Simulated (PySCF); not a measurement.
**RbHg+: bond curves at several levels of theory**

An exercise on one series of results from a longer session: the logs are not shown, and one member is left open.

The runs use PySCF 2.14.0; Rb def2-SVP with ECP28, Hg def2-SVP with ECP60, scalar-relativistic core potentials.

Set-up of the first run:

A driver script around PySCF takes these settings:

```
atoms                         : Rb, Hg
charge                        : 1
basis                         : Rb def2-SVP with ECP28, Hg def2-SVP with ECP60
Hamiltonian                   : scalar-relativistic core potentials
basis functions               : 56
electrons treated             : 28
masses in u                   : 84.9118, 201.9706
levels                        : PBE0, PBE, r²SCAN, r²SCANh, M06, PBEsol, CAM-B3LYP, HF, MP2, SCS-MP2, CCSD, CCSD(T)
grid                          : 80 radial by 434 angular points
occupations                   : held fixed by the projection of orbital angular momentum
dissociation limit            : Rb+ + Hg, each in its ground configuration
starting distance in angstrom : 3.535
values of 2S to try           : 0, 2
```

On the command line:

```
OMP_NUM_THREADS=1 python dia.py task.json out
```

Steps of the session up to this table: Set-up; The PBE0 curve of the state that the search chose; Higher solutions at PBE0; PBE (GGA); r²SCAN; r²SCANh; M06; PBEsol (GGA); CAM-B3LYP (range-separated hybrid); RHF; Adding correlation.

One of the session's tables, all rows but one given; the rest of the session is left out.

Energy (eV) from each level's lowest point:

```
R (Å)    RHF  RHF-MP2  RHF-SCS-MP2  RHF-CCSD  RHF-CCSD(T)
3.267  0.205    0.075        0.090       n/a          n/a
3.419  0.108    0.024        0.033     0.039        0.038
3.571      ?        ?            ?         ?            ?
3.685  0.024    0.000        0.000     0.001        0.001
3.799  0.009    0.003        0.000     0.000        0.000
3.913  0.002    0.010        0.006     0.004        0.004
4.065  0.000    0.024        0.016     0.014        0.015
4.255  0.006    0.042        0.033     0.030        0.031
4.483  0.018    0.064        0.053     0.050        0.052
4.787  0.037    0.088        0.076       n/a          n/a
```

**Question.** Estimate the row for R (Å) = 3.571.

Worked estimate for «RHF». A straight line through the neighbours (3.419, 0.108) and (3.685, 0.024) gives 0.108 + (0.024 − 0.108) × (3.571 − 3.419) / (3.685 − 3.419) = 0.060; a parabola fitted to 4 rows on both sides gives 0.048.

The run gave: RHF: 0.050; RHF-MP2: 0.003; RHF-SCS-MP2: 0.007; RHF-CCSD: 0.010; RHF-CCSD(T): 0.009. In «RHF» the line misses by +0.010 and the parabola by -0.002.

Caveats from the session: The bond is weak, and basis-set superposition, which was not computed, may be a sizeable part of it.
